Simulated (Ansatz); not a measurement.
**AlFGeH₂O: a ladder of functionals and wavefunction methods**

The task here is to estimate one member of a computed series from the others.

Program: Ansatz 0.2.0, Gaussian basis. Level of theory: functionals in def2-TZVPP, the program's frozen cores in correlated methods. These are calculated values, not measurements.

The runs, in order: LDA (SPW92), PBE-D4, revPBE-D4, BLYP-D4, r2SCAN-D4, B97M-V, PBE0-D4, B3LYP-D4, r2SCANh-D4, r2SCAN0-D4, HSE06-D4, BHLYP-D4, CAM-B3LYP-D4, LC-ωPBE, ωB97X-V, ωB97M-V, B2PLYP, PBE-QIDH; CCSD(T)/def2-SVP; CCSD(T)/def2-TZVPP; MP2/def2-QZVPP; extrapolation to the limit; RPA on PBE.

## The geometry

An earlier PBE0-D4 in a triple-zeta def2 set relaxation fixed the geometry.

SMILES `[F][GeH]1[O][AlH]1`, 6 atoms, charge 0, spin multiplicity 1.

Atoms are counted from 1 here; the program's logs count them from 0.

Bond lengths: F1–Ge2 1.747 Å, Ge2–O3 1.859 Å, Ge2–Al4 2.334 Å, Ge2–H5 1.542 Å, O3–Al4 1.702 Å, Al4–H6 1.572 Å. Angles: F1–Ge2–O3 107.1°, F1–Ge2–Al4 118.5°, F1–Ge2–H5 102.6°, O3–Ge2–Al4 46.2°, O3–Ge2–H5 110.8°, Al4–Ge2–H5 136.6°, Ge2–O3–Al4 81.8°, Ge2–Al4–O3 52.0°, Ge2–Al4–H6 168.3°, O3–Al4–H6 139.7°.

The first run:

in.yaml reads:

```yaml
crystal:
  periodic: [false, false, false]
  atoms:
    - {symbol: F, position_ang: [1.350443, -1.720150, 0.670584]}
    - {symbol: Ge, position_ang: [0.896342, -0.291166, -0.226522]}
    - {symbol: O, position_ang: [-0.925228, -0.420743, -0.574827]}
    - {symbol: Al, position_ang: [-0.972678, 0.916374, 0.477112]}
    - {symbol: H, position_ang: [1.713040, -0.435098, -1.526884]}
    - {symbol: H, position_ang: [-2.019819, 1.886783, 1.134437]}
basis:
  gaussian: {orbitals: def2-TZVPP}
hamiltonian: {xc: lda}
output: {orbitals: {seedname: orbitals}}
```

Started as:

```bash
> ansatz run in.yaml --threads 2 --pin off --events-out ev --progress --plain --max-ram 4352MiB
```

Among the steps run: LDA; PBE-D4 (GGA); revPBE-D4 (GGA); BLYP-D4 (GGA); r2SCAN-D4 (meta-GGA); B97M-V (meta-GGA); PBE0-D4 (hybrid); B3LYP-D4 (hybrid); r2SCANh-D4 (hybrid); r2SCAN0-D4 (hybrid); HSE06-D4 (hybrid); BHLYP-D4 (hybrid); CAM-B3LYP-D4 (range-separated); LC-ωPBE (range-separated); ωB97X-V (range-separated); ωB97M-V (range-separated); B2PLYP (double hybrid); PBE-QIDH (double hybrid).

One table of the session follows, with a row left open; its other results are not shown here.

It belongs to the step «Frontier levels by functional». 

| functional | HOMO (eV) | LUMO (eV) | gap (eV) |
| --- | --- | --- | --- |
| LDA (SPW92) | -5.90 | -2.76 | 3.14 |
| PBE-D4 | -5.75 | -2.54 | 3.21 |
| revPBE-D4 | -5.69 | -2.44 | 3.25 |
| BLYP-D4 | -5.64 | -2.42 | 3.21 |
| r2SCAN-D4 | -5.97 | -2.29 | 3.69 |
| B97M-V | -6.03 | -2.41 | 3.62 |
| PBE0-D4 | -6.84 | -1.79 | 5.05 |
| B3LYP-D4 | -6.68 | -1.99 | 4.68 |
| r2SCANh-D4 | ? | ? | ? |
| r2SCAN0-D4 | -6.99 | -1.65 | 5.35 |
| HSE06-D4 | -6.45 | -2.16 | 4.29 |
| BHLYP-D4 | -7.85 | -1.03 | 6.82 |
| CAM-B3LYP-D4 | -8.10 | -0.84 | 7.26 |
| LC-ωPBE | -9.30 | 0.25 | 9.54 |
| ωB97X-V | -9.01 | 0.15 | 9.16 |
| ωB97M-V | -8.86 | -0.11 | 8.75 |

Q: Estimate the row for r2SCANh-D4 from the others.

Worked estimate for «HOMO (eV)». Against the share of exact exchange, r2SCAN-D4 (0, -5.97), r2SCAN0-D4 (0.25, -6.99) give a slope of -4.08 per unit share; at 0.1 the line stands at -6.38.

As computed: HOMO (eV): -6.38; LUMO (eV): -2.03; gap (eV): 4.36. In «HOMO (eV)» the line misses by 0.00.
